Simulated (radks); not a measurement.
# Dipole-allowed lines with 54 electrons: La³⁺, Ce⁴⁺, Pr⁵⁺

Aim: excitation energies and oscillator strengths as poles of the dipole polarisability below minus the highest eigenvalue. Time-dependent linear response with the Hartree and adiabatic exchange-only LDA kernel follows each ground state; no spin-orbit coupling. Its values go to the run's result record, not to the log.

Program: radks (a radial shooting solver on a logarithmic mesh, Libxc functionals) version 1. Level of theory: scalar-relativistic Kohn-Sham, exchange-only LDA, spin-unpolarised, spherical densities, finite nucleus. These are calculated values, not measurements, unless marked.

## Step 1: The atom as given

| Property | Result |
| --- | --- |
| species | La³⁺ ([Xe]), Ce⁴⁺ ([Xe]), Pr⁵⁺ ([Xe]) |

## Step 2: La³⁺, [Xe]

Settings of this run:

```text
Z 57
configuration [Xe] 6s0 4f0 5d0 6p0
relativity scalar-relativistic
functional lda,
spin unpolarised
nucleus finite rms 4.855 fm
c 137.035999084
response adiabatic LDA kernel, real frequencies
```

The run is started by

```sh
$ python run_ks.py task.json out
```

The same process makes all the runs of this session.

## Step 3: Ce⁴⁺, [Xe]

Settings of this run:

```text
Z 58
configuration [Xe] 6s0 4f0 5d0 6p0
relativity scalar-relativistic
functional lda,
spin unpolarised
nucleus finite rms 4.8771 fm
c 137.035999084
response adiabatic LDA kernel, real frequencies
```

## Step 4: Pr⁵⁺, [Xe]

Settings of this run:

```text
Z 59
configuration [Xe] 6s0 4f0 5d0 6p0
relativity scalar-relativistic
functional lda,
spin unpolarised
nucleus finite rms 4.8919 fm
c 137.035999084
response adiabatic LDA kernel, real frequencies
```

Q: Predict the outcome of this session. Wanted: for each run, species; −ε(HOMO); lowest orbital gap; first line; f; strongest line; its f; static α.

As calculated:

```csv
species,−ε(HOMO) (eV),lowest orbital gap (eV),first line (eV),f,strongest line (eV),its f,static α (bohr³),measured (eV)
La³⁺,43.376,5p-5d 21.174,23.982,0.220,25.831,5.57,7.810,-
Ce⁴⁺,58.631,5p-5d 24.443,29.811,1.81,30.532,4.50,5.879,-
Pr⁵⁺,75.306,5p-5d 27.621,34.049,5.02,34.049,5.02,4.594,-
```

**Reading.** In La³⁺ the response moves the first line 2.809 eV above the bare orbital gap, and the lines found carry 90 % of the static polarisability. Very weak lines can be missed, and lines above minus the highest eigenvalue dissolve into this model's continuum.
